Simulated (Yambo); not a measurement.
# Al (Fm-3m) in Yambo: further runs, part 2 of 2

Yambo 5.3.0.

### Step 5. Optical spectrum, PBEsol (volume scaled by 0.96)

The input, optics5.in:

```
optics
chi
Chimod= "IP"
% BndsRnXd
 1 | 17 |
%
% LongDrXd
 1 | 1 | 0 |
%
% QpntsRXd
 1 | 1 |
%
% EnRngeXd
 0 | 20 | eV
%
% DmRngeXd
 0.2 | 0.2 | eV
%
ETStpsXd= 150
```

The input, scf.in:

```
&CONTROL
  calculation = 'scf'
  prefix = 'pwscf'
  outdir = './tmp'
  pseudo_dir = './pseudo'
/
&SYSTEM
  ibrav = 0
  nat = 1
  ntyp = 1
  ecutwfc = 28
  nbnd = 6
  occupations = 'smearing'
  smearing = 'fd'
  degauss = 0.00367493
  force_symmorphic = .true.
/
&ELECTRONS
  conv_thr = 2d-10
  electron_maxstep = 120
  mixing_beta = 0.5
/
ATOMIC_SPECIES
Al    26.9815 Al.upf
CELL_PARAMETERS angstrom
   0.0000000000    1.9974394157    1.9974394157
   1.9974394157    0.0000000000    1.9974394157
   1.9974394157    1.9974394157    0.0000000000
ATOMIC_POSITIONS crystal
Al     0.0000000000    0.0000000000    0.0000000000
K_POINTS automatic
16 16 16 0 0 0
```

The input, nscf.in:

```
&CONTROL
  calculation = 'nscf'
  prefix = 'pwscf'
  outdir = './tmp'
  pseudo_dir = './pseudo'
/
&SYSTEM
  ibrav = 0
  nat = 1
  ntyp = 1
  ecutwfc = 28
  nbnd = 32
  occupations = 'smearing'
  smearing = 'fd'
  degauss = 0.00367493
  force_symmorphic = .true.
/
&ELECTRONS
  conv_thr = 1d-08
  diago_full_acc = .true.
  diago_thr_init = 1d-06
/
ATOMIC_SPECIES
Al    26.9815 Al.upf
CELL_PARAMETERS angstrom
   0.0000000000    1.9974394157    1.9974394157
   1.9974394157    0.0000000000    1.9974394157
   1.9974394157    1.9974394157    0.0000000000
ATOMIC_POSITIONS crystal
Al     0.0000000000    0.0000000000    0.0000000000
K_POINTS automatic
16 16 16 0 0 0
```

Potentials or basis: PseudoDojo 0.4.1 SR PBEsol standard.

On the command line:

```bash
$ OMP_NUM_THREADS=1 pw.x -in scf.in > scf.out
$ OMP_NUM_THREADS=1 pw.x -in nscf.in > nscf.out
$ cd tmp/pwscf.save; p2y; mv SAVE ../..; cd ../..
$ OMP_NUM_THREADS=1 yambo
$ mv SAVE/ns.kb_pp_pwscf SAVE/ns.kb_pp_pwscf_off
$ OMP_NUM_THREADS=1 yambo -F optics5.in -J optics5 -C optics5_out
```

Yambo's report:

```text
[... sections 02.01 to 02.04 as in the set-up run ...]

  [02.05] Energies & Occupations
  ==============================

  [X] === General ===
  [X] Electronic Temperature                        :  0.258606E-1   300.100    [eV K]
  [X] Bosonic    Temperature                        :  0.258606E-1   300.100    [eV K]
  [X] Finite Temperature mode                       : yes
  [X] El. density                                   :  0.18822E+24 [cm-3]
  [X] Fermi Level                                   :  8.267150 [eV]

  [X] === Gaps and Widths ===
  [X] Conduction Band Min                           :  8.267150 [eV]
  [X] Valence Band Max                              :  8.267150 [eV]
  [X] Filled Bands                                  :  1
  [X] Metallic Bands                                :  2  3
  [X] Empty Bands                                   :    4   32

  [X] === Metallic Characters ===
  [X] N of el / N of met el                         :  3.000000  0.936267
  [X] Average metallic occ.                         :  0.117033

  [WARNING] [X] Metallic system

 [03] Transferred momenta grid and indexing
 ==========================================

 IBZ Q-points                                      :  145
 BZ  Q-points                                      :   4096

 K/Q-points units:
 rlu = crystal or reduced units; cc = cartesian coordinates; iku = interal k-units

 Q [  1]        [rlu]:  0.000000  0.000000  0.000000
 Q [  2]        [rlu]:  0.81339E-19  0.81339E-19  0.62500E-01
 Q [  3]        [rlu]:  0.16268E-18  0.16268E-18  0.12500
 Q [  4]        [rlu]: -0.16482E-16 -0.26042E-17  0.18750
 Q [  5]        [rlu]:  0.32536E-18  0.32536E-18  0.25000
 Q [  6]        [rlu]:  0.35477E-18  0.35477E-18  0.31250
[... 42 lines left out ...]
 Q [ 49]        [rlu]: -0.18491E-16  0.25000      0.25000
 Q [ 50]        [rlu]: -0.20036E-16  0.25000      0.31250

 Remaining 95 points informations can be written running with -fatlog

 [WARNING] [Xd] User bands 1-17 break level degeneracy

 [04] Dipoles
 ============

  [04.01] Setup: observables and procedures
  =========================================

  [WF-Oscillators/G space/Transverse up loader] Normalization (few states)  min/max  :  0.10411E-16   1.0000

  [WR./optics5//ndb.dipoles]------------------------------------------------------
   Brillouin Zone Q/K grids (IBZ/BZ)                :    145   4096    145   4096
   RL vectors                                       :   459 [WF]
   Fragmentation                                    : yes
   Electronic Temperature                           :  300.1000 [K]
   Bosonic    Temperature                           :  300.1000 [K]
   DIP band range                                   :   1  17
   DIP band range limits                            :  3  2
   DIP e/h energy range                             : -1.000000 -1.000000 [eV]
   RL vectors in the sum                            :   459
   [r,Vnl] included                                 : no
   Bands ordered                                    : yes
   Direct v evaluation                              : no
   Approach used                                    : G-space v
   Dipoles computed                                 : R V P [G-space]
   Wavefunctions                                    : Perdew, Burke & Ernzerhof SOL(X)+Perdew, Burke & Ernzerhof SOL(C)

  [WARNING] [r,Vnl^pseudo] not included in position and velocity dipoles

  [WARNING] In case H contains other non local terms, also these are neglected

 [05] Optics
 ===========

 [X-CG] R(p) Tot o/o(of R):    3226   99024     100

 [WARNING] The system is a metal but Drude term not included.
```

Run time: 18 s. Hardware: 1 thread of Arm Neoverse V1, shared host; peak memory 0.24 GiB.

Results:

```
Band gap on the k mesh, mean-field level : none (metal or under the smearing width)
```

Dielectric function (along the field direction of the input):
| energy (eV) | real part | imaginary part |
| --- | --- | --- |
| 0.27 | 38.93 | 4.13 |
| 1.21 | 18.29 | 24.84 |
| 2.28 | -1.89 | 10.01 |
| 3.36 | -7.90 | 3.46 |
| 4.30 | -2.55 | 2.06 |
| 5.37 | -2.55 | 0.77 |
| 6.44 | -0.71 | 0.64 |
| 7.52 | -0.70 | 0.23 |
| 8.46 | -0.18 | 0.24 |
| 9.53 | -0.04 | 0.12 |
| 10.60 | 0.23 | 0.10 |
| 11.68 | 0.32 | 0.06 |
| 12.62 | 0.44 | 0.05 |
| 13.69 | 0.50 | 0.04 |
| 14.77 | 0.59 | 0.03 |
| 15.84 | 0.64 | 0.02 |
| 16.78 | 0.69 | 0.02 |
| 17.85 | 0.70 | 0.02 |
| 18.93 | 0.75 | 0.01 |
| 20.00 | 0.78 | 0.02 |

Caveat: the intraband (Drude) term of the metal is left out; independent-particle spectra lack excitons.

### Step 6. Optical spectrum, PBEsol (volume scaled by 0.96)

The input, optics6.in:

```
optics
chi
Chimod= "HARTREE"
% BndsRnXd
 1 | 7 |
%
NGsBlkXd= 2 Ry
% LongDrXd
 1 | 1 | 0 |
%
% QpntsRXd
 1 | 1 |
%
% EnRngeXd
 0 | 15 | eV
%
% DmRngeXd
 0.2 | 0.2 | eV
%
ETStpsXd= 300
```

scf.in is that of step 5.

nscf.in is that of step 5.

Potentials or basis: PseudoDojo 0.4.1 SR PBEsol standard.

On the command line:

```bash
$ OMP_NUM_THREADS=1 pw.x -in scf.in > scf.out
$ OMP_NUM_THREADS=1 pw.x -in nscf.in > nscf.out
$ cd tmp/pwscf.save; p2y; mv SAVE ../..; cd ../..
$ OMP_NUM_THREADS=1 yambo
$ OMP_NUM_THREADS=1 yambo -F optics6.in -J optics6 -C optics6_out
```

Yambo's report:

```text
[... sections 02.01 to 02.04 as in the set-up run ...]

  [02.05] Energies & Occupations
  ==============================

  [X] === General ===
  [X] Electronic Temperature                        :  0.258606E-1   300.100    [eV K]
  [X] Bosonic    Temperature                        :  0.258606E-1   300.100    [eV K]
  [X] Finite Temperature mode                       : yes
  [X] El. density                                   :  0.18822E+24 [cm-3]
  [X] Fermi Level                                   :  8.267150 [eV]

  [X] === Gaps and Widths ===
  [X] Conduction Band Min                           :  8.267150 [eV]
  [X] Valence Band Max                              :  8.267150 [eV]
  [X] Filled Bands                                  :  1
  [X] Metallic Bands                                :  2  3
  [X] Empty Bands                                   :    4   32

  [X] === Metallic Characters ===
  [X] N of el / N of met el                         :  3.000000  0.936267
  [X] Average metallic occ.                         :  0.117033

  [WARNING] [X] Metallic system

 [03] Transferred momenta grid and indexing
 ==========================================

 IBZ Q-points                                      :  145
 BZ  Q-points                                      :   4096

 K/Q-points units:
 rlu = crystal or reduced units; cc = cartesian coordinates; iku = interal k-units

 Q [  1]        [rlu]:  0.000000  0.000000  0.000000
 Q [  2]        [rlu]:  0.81339E-19  0.81339E-19  0.62500E-01
 Q [  3]        [rlu]:  0.16268E-18  0.16268E-18  0.12500
 Q [  4]        [rlu]: -0.16482E-16 -0.26042E-17  0.18750
 Q [  5]        [rlu]:  0.32536E-18  0.32536E-18  0.25000
 Q [  6]        [rlu]:  0.35477E-18  0.35477E-18  0.31250
[... 42 lines left out ...]
 Q [ 49]        [rlu]: -0.18491E-16  0.25000      0.25000
 Q [ 50]        [rlu]: -0.20036E-16  0.25000      0.31250

 Remaining 95 points informations can be written running with -fatlog

 [WARNING] [Xd] User bands 1-7 break level degeneracy

 [04] Dipoles
 ============

  [04.01] Setup: observables and procedures
  =========================================

  [WF-Oscillators/G space/Transverse up loader] Normalization (few states)  min/max  :  0.10411E-16   1.0000

  [WR./optics6//ndb.dipoles]------------------------------------------------------
   Brillouin Zone Q/K grids (IBZ/BZ)                :    145   4096    145   4096
   RL vectors                                       :   459 [WF]
   Fragmentation                                    : yes
   Electronic Temperature                           :  300.1000 [K]
   Bosonic    Temperature                           :  300.1000 [K]
   DIP band range                                   :   1   7
   DIP band range limits                            :  3  2
   DIP e/h energy range                             : -1.000000 -1.000000 [eV]
   RL vectors in the sum                            :   459
   [r,Vnl] included                                 : yes
   Bands ordered                                    : yes
   Direct v evaluation                              : no
   Approach used                                    : G-space v
   Dipoles computed                                 : R V P [G-space]
   Wavefunctions                                    : Perdew, Burke & Ernzerhof SOL(X)+Perdew, Burke & Ernzerhof SOL(C)

  [WARNING] [r,Vnl^pseudo] included in position and velocity dipoles.

  [WARNING] In case H contains other non local terms, these are neglected

 [05] Optics
 ===========

 [X-CG] R(p) Tot o/o(of R):    1146   35334     100

 [WARNING] The system is a metal but Drude term not included.
```

Wall time 18 s (1 thread of Arm Neoverse V1, shared host); peak memory 0.26 GiB.

Results:

* Band gap on the k mesh, mean-field level: none (metal or under the smearing width)

Dielectric function (along the field direction of the input):
| energy (eV) | real part | imaginary part |
| --- | --- | --- |
| 0.25 | 33.55 | 3.16 |
| 1.00 | 13.90 | 27.91 |
| 1.76 | -16.59 | 22.78 |
| 2.56 | 0.18 | 16.41 |
| 3.31 | -7.28 | 3.40 |
| 4.11 | -2.92 | 1.71 |
| 4.87 | -3.17 | 2.08 |
| 5.67 | -1.64 | 0.52 |
| 6.42 | -0.57 | 0.52 |
| 7.22 | -0.77 | 0.28 |
| 7.98 | -0.26 | 0.21 |
| 8.78 | -0.03 | 0.29 |
| 9.53 | 0.09 | 0.12 |
| 10.33 | 0.24 | 0.08 |
| 11.09 | 0.32 | 0.15 |
| 11.89 | 0.42 | 0.07 |
| 12.64 | 0.51 | 0.05 |
| 13.44 | 0.53 | 0.06 |
| 14.20 | 0.60 | 0.04 |
| 15.00 | 0.66 | 0.04 |

Caveat: the intraband (Drude) term of the metal is left out; these spectra lack excitons.

### Step 7. The runs side by side

| direction of the field or of q to 0 | broadening | kernel | top of the energy range | energy points | other keys | gap on the mesh (eV) |
| --- | --- | --- | --- | --- | --- | --- |
| x + y | 0.05 eV | adiabatic LDA | 10 eV | 150 | - | none |
| y | 0.3 eV | none (independent particles) | 15 eV | 200 | - | none |
| y | 0.3 eV | Hartree (RPA with local fields) | 10 eV | 150 | - | none |
| x + y | 0.2 eV | none (independent particles) | 20 eV | 150 | several, not listed | none |
| x + y | 0.2 eV | Hartree (RPA with local fields) | 15 eV | 300 | several, not listed | none |

Alike in all rows: task optical spectrum; level PBEsol; potentials or basis PseudoDojo 0.4.1 SR PBEsol standard; no spin polarisation; cell volume scaled by 0.96; k mesh 16 × 16 × 16; cutoff (eV) 381; smearing fermi-dirac 0.05 eV.

Caveats: the intraband (Drude) term of the metal is left out; these spectra lack excitons (some runs); independent-particle spectra lack excitons (some runs); the LDA kernel is used on GGA states, which is inconsistent by a few percent (some runs).

Total energies depend on the potentials used, so only differences within one code and one set of settings carry meaning.
